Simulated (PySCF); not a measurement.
# NaCa: the SCF solver's settings

Aim: find out which solver settings change the answer for NaCa.

Method: method and basis as typed in the scripts; program: PySCF 2.14.0.

3 further runs of the same task are left out: 3 that didn't finish.

## Step 1: The system as given

NaCa: 2 atoms, charge 0, spin multiplicity 2.

Bond lengths: Na1–Ca2 2.849 Å.

## Step 2: Base script

File input.py:

```python
from pyscf import gto, scf, mp

mol = gto.M(
    atom='Na 0 0 0; Ca 0 0 2.849',
    basis='cc-pvdz',
    charge=0,
    spin=1,
    symmetry=True,
    verbose=4,
)
mf = scf.UHF(mol)
mf.kernel()
mp.MP2(mf, frozen=6).kernel()
mf.dip_moment()
print('orbital energies (hartree):', [e[max(0, n-3):n+3].round(4) for e, n in zip(mf.mo_energy, mol.nelec)])
```

Run with:

```
OMP_NUM_THREADS=1 python input.py
```

The log of this run is left out.

Base result: E(SCF) = -838.579990 Eh, 13 cycles, E(MP2) − E(SCF) = -0.11229 Eh, ⟨S²⟩ = 0.841, μ = 1.13 D (of the SCF density).

The bond length is a typed value, not an optimised one.

## Step 3: Second-order solver on

Edit 1 changes second-order solver: off → on.

File input.py:

```python
from pyscf import gto, scf, mp

mol = gto.M(
    atom='Na 0 0 0; Ca 0 0 2.849',
    basis='cc-pvdz',
    charge=0,
    spin=1,
    symmetry=True,
    verbose=4,
)
mf = scf.UHF(mol)
mf = mf.newton()
mf.kernel()
mp.MP2(mf, frozen=6).kernel()
mf.dip_moment()
print('orbital energies (hartree):', [e[max(0, n-3):n+3].round(4) for e, n in zip(mf.mo_energy, mol.nelec)])
```

Run with:

```
OMP_NUM_THREADS=1 python input.py
```

## Step 4: Convergence threshold 1e-07 hartree

Edit 2 changes convergence threshold: default → 1e-07 hartree.

input.py, as its differences from that of step 2:

```diff
@@ -11,2 +11,3 @@
 mf = scf.UHF(mol)
+mf.conv_tol = 1e-07
 mf.kernel()
```

## Step 5: Damping 0.95

Edit 3 changes damping: none → 0.95.

input.py, as its differences from that of step 2:

```diff
@@ -11,2 +11,4 @@
 mf = scf.UHF(mol)
+mf.damp = 0.95
+mf.diis_start_cycle = 8
 mf.kernel()
```

## Step 6: DIIS space 12

Edit 4 changes DIIS space: default → 12.

input.py, as its differences from that of step 2:

```diff
@@ -11,2 +11,3 @@
 mf = scf.UHF(mol)
+mf.diis_space = 12
 mf.kernel()
```

**Question.** What will these runs give? Wanted: for each run, E(SCF); from base; gap, α spin; SCF dipole; after the SCF.

As calculated:

```csv
run,E(SCF) (hartree),from base (eV),cycles,"gap, α spin (eV)",SCF dipole (D),after the SCF
base,-838.579990,0,13,4.59,1.13,"MP2 correlation -3.055 eV, core frozen"
second-order solver on,-838.579990,0.0000,4 macro,4.59,1.13,"MP2 correlation -3.055 eV, core frozen"
convergence threshold 1e-07 hartree,-838.579990,0.0000,10,4.59,1.12,"MP2 correlation -3.055 eV, core frozen"
damping 0.95,-838.579990,0.0000,20,4.59,1.13,"MP2 correlation -3.055 eV, core frozen"
DIIS space 12,-838.579990,0.0000,14,4.59,1.13,"MP2 correlation -3.055 eV, core frozen"
```

Distance from each run's final energy (log10 hartree) by cycle:

| run | cycle 1 | cycle 2 | cycle 3 | cycle 5 | cycle 8 | cycle 12 |
| --- | --- | --- | --- | --- | --- | --- |
| base | -2.0 | -2.3 | -2.7 | -3.5 | -6.4 | -9.0 |
| second-order solver on | -2.9 | -4.3 | -9.2 | done | done | done |
| convergence threshold 1e-07 hartree | -2.0 | -2.3 | -2.7 | -3.5 | -6.4 | done |
| damping 0.95 | -2.0 | -2.0 | -2.0 | -2.1 | -2.4 | -4.4 |
| DIIS space 12 | -2.0 | -2.3 | -2.7 | -3.5 | -6.4 | -8.8 |

In words: No change of the SCF energy comes from second-order solver on or convergence threshold 1e-07 hartree or damping 0.95 or DIIS space 12. The base needs 13 cycles and the run with damping 0.95 needs 20.
